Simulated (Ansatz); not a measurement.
Predict the output of the script below (Ansatz 0.2.0, Python API).

Contents of `sic.xyz`:
```text
8
Lattice="3.07569415 0.0 0.0 -1.53784707 2.66362927 0.0 0.0 0.0 10.07064648" Properties=species:S:1:pos:R:3 pbc="T T T"
Si    1.53784709    0.88787641    9.44467503
Si   -0.00000002    1.77575285    4.40935179
Si    0.00000000    0.00000000    6.92754112
Si    0.00000000    0.00000000    1.89221788
C     1.53784709    0.88787641    7.55099681
C    -0.00000002    1.77575285    2.51567357
C     0.00000000    0.00000000    5.03995624
C     0.00000000    0.00000000    0.00463300
```

`mass.py`
```python
# -*- coding: utf-8 -*-
import ansatz
import numpy as np

KGRID = (12, 12, 2)
SMEARING = "fixed"


def main():
    sic = ansatz.Crystal.from_extxyz("sic.xyz")

    job = (
        sic.calculation()
        .functional(ansatz.Functional.PBE)
        .pseudopotentials("paw")
        .basis(34 * ansatz.Ry)
        .kpoints(*KGRID)
        .occupations(SMEARING)
    )
    done = job.band_table().run()
    summary = done.report
    levels = np.array(summary["eigenvalues_ev"])
    filled = round(summary["n_electrons"] / 2)
    edges = {"top filled band": (filled - 1, levels[:, filled - 1].argmax()), "lowest empty band": (filled, levels[:, filled].argmin())}
    gap = levels[:, filled].min() - levels[:, filled - 1].max()
    print(f"gap on the mesh {gap:.3f} eV")
    if gap <= 0.05:
        print("no gap: band-edge masses have no meaning here")
        edges = {}
    reciprocal = 2 * np.pi * np.linalg.inv(done.lattice.cell_ang).T
    step = 0.008  # 1/A

    pairs = [(0, 1), (0, 2), (1, 2)]
    moves = [sign * axis for axis in np.eye(3) for sign in (-1, 1)]
    moves += [s1 * np.eye(3)[i] + s2 * np.eye(3)[j] for i, j in pairs for s1 in (1, -1) for s2 in (1, -1)]
    for name, (band, index) in edges.items():
        together = int(np.sum(np.abs(levels[index] - levels[index, band]) < 2e-3))
        print(name, "at k =", np.round(summary["kpoints_frac"][index], 4), f"E = {levels[index, band]:.4f} eV, degeneracy {together}")
        centre = np.array(summary["kpoints_frac"][index]) @ reciprocal
        points = [centre] + [centre + step * move for move in moves]
        table = job.band_structure(points, intervals=1, cartesian=True).run().band_structure().channels[0].eigenvalues_ev
        if together > 1:
            level = np.flatnonzero(np.abs(levels[index] - levels[index, band]) < 2e-3)
            along = (table[1, level] + table[2, level] - 2 * table[0, level]) / step ** 2
            print("  degenerate level, no single mass tensor; masses of its branches along x:", np.round(7.61996 / along, 3), "m_e")
            continue
        e = table[:, band]
        hessian = np.diag((e[1:7:2] + e[2:7:2] - 2 * e[0]) / step ** 2)
        for (i, j), (pp, pm, mp, mm) in zip(pairs, e[7:].reshape(3, 4)):
            hessian[i, j] = hessian[j, i] = (pp - pm - mp + mm) / (4 * step ** 2)
        curvatures, axes = np.linalg.eigh(hessian)
        slope = (e[2:7:2] - e[1:7:2]) / (2 * step)
        print("  slope (eV A):", np.round(slope, 3) + 0.0, "" if np.abs(slope).max() < 0.05 else "- no extremum here, so these are local curvatures and no band-edge masses")
        for curvature, axis in zip(curvatures, axes.T):
            print(f"  principal mass {7.61996 / curvature:8.3f} m_e along", np.round(axis, 2) + 0.0)


if __name__ == "__main__":
    main()
```

```console
$ python mass.py
gap on the mesh 2.227 eV
top filled band at k = [0. 0. 0.] E = 9.5875 eV, degeneracy 2
  degenerate level, no single mass tensor; masses of its branches along x: [-0.31  -3.605] m_e
lowest empty band at k = [ 0.  -0.5  0. ] E = 11.8145 eV, degeneracy 1
  slope (eV A): [0. 0. 0.]
  principal mass    0.559 m_e along [0. 1. 0.]
  principal mass    0.311 m_e along [ 0.  0. -1.]
  principal mass    0.281 m_e along [-1.  0.  0.]
```

Caveats:
- Semilocal gaps usually lie well under measured ones.
- This cell is a computed structure, which may not be the phase found in nature.
- Gaps and levels are Kohn-Sham values on a finite set of k-points.
- The masses are finite-difference curvatures at extrema found on a coarse mesh, which needn't be the true band edges; a step that is long against the gap makes them too heavy. At a valence maximum the curvature is negative (the hole mass is its size); mixed signs mark a saddle. Spin-orbit coupling is left out, and light masses scale with the Kohn-Sham gap.
- Wall time of the script: 26 s on 1 thread of Arm Neoverse V1, with other jobs on the host, peak memory 0.41 GiB.
